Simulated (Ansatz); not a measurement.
This script drives Ansatz 0.2.0 through its Python package.

`methods_f2h3n2nb.py`:
```python
'''One geometry of F2H3N2Nb, method by method.'''

from pathlib import Path

import ansatz as az
import numpy as np

GEOMETRY = '''
N    -0.90670    1.44370    0.78270
Nb   -0.09210    0.28290   -0.42250
N     0.47710   -1.44500    0.62240
F    -1.26700   -0.21450   -1.87580
F     1.50980    1.15840   -1.22200
H    -1.93070    1.78540    0.59800
H     1.09900   -1.11710    1.45710
H     1.20270   -1.95100    0.00450
'''


def main() -> None:
    f2h3n2nb = az.Crystal.molecule()
    for line in GEOMETRY.strip().splitlines():
        symbol, *xyz = line.split()
        f2h3n2nb = f2h3n2nb.atom(symbol, [float(v) for v in xyz])

    base = (
        f2h3n2nb.calculation()
        .basis(gaussian='def2-SVP')
        .accuracy('medium')
    )

    print('functional    E (Ha)        dipole (D)   HOMO (eV)  LUMO (eV)')
    for name in ['cam_b3lyp', 'lc_wpbe', 'revpbe', 'hse06', 'r2scan0']:
        data = base.functional(name).forces().orbitals().run(threads=1, runs_dir='runs').report
        lines = Path(data['orbitals_path']).read_text().splitlines()
        field_of = lambda key: [line.split('=')[1].strip() for line in lines if line.startswith(key)]
        orbitals = [(27.211386 * float(e), s, float(n)) for e, s, n in zip(field_of('Ene='), field_of('Spin='), field_of('Occup='))]
        homo = max(e for e, _, n in orbitals if n > 0.5)
        lumo = min(e for e, _, n in orbitals if n < 0.5)
        dipole = 4.803205 * np.linalg.norm(data['charge_distribution']['dipole_moment_e_ang'])
        print(f'{name:10s} {data["free_energy_ev"] / 27.211386246:14.6f} {dipole:9.3f} {homo:11.3f} {lumo:10.3f}')


if __name__ == '__main__':
    main()
```

It is started by `python methods_f2h3n2nb.py`. Estimate its wall time and peak memory on 1 thread of Arm Neoverse V2 (shared host).

It took about 24 s, with a peak of 0.31 GiB, for 5 runs of the engine.

Output of `python methods_f2h3n2nb.py`:
```text
functional    E (Ha)        dipole (D)   HOMO (eV)  LUMO (eV)
cam_b3lyp     -367.732265     1.228      -9.434     -1.354
lc_wpbe       -367.697937     1.116     -10.824     -0.204
revpbe        -367.853861     1.250      -6.608     -3.165
hse06         -367.531360     1.300      -7.703     -2.903
r2scan0       -367.660659     1.333      -8.339     -2.510
```

What to keep in mind:
- These settings explore the input space; basis and method may be short of convergence.
- The geometry is a force-field or estimated start, not a minimum of this method, and the basis set is short of its limit. A lower total doesn't mark the better method: functionals have no common bound, and MP2 and coupled cluster aren't variational.
- def2 sets replace the cores of elements past krypton by effective core potentials.
- Levels such as HOMO and LUMO are orbital energies: with these approximate functionals they aren't the ionisation energy and electron affinity, and their gap isn't the fundamental gap.
- hse06 follows the composition of plane-wave codes, whose totals differ by tens of mHa, up to about 0.1 Ha, from the form usual in Gaussian-basis programs (wpbeh).

(Lines on the test bed's own set-up are left out of the output.)
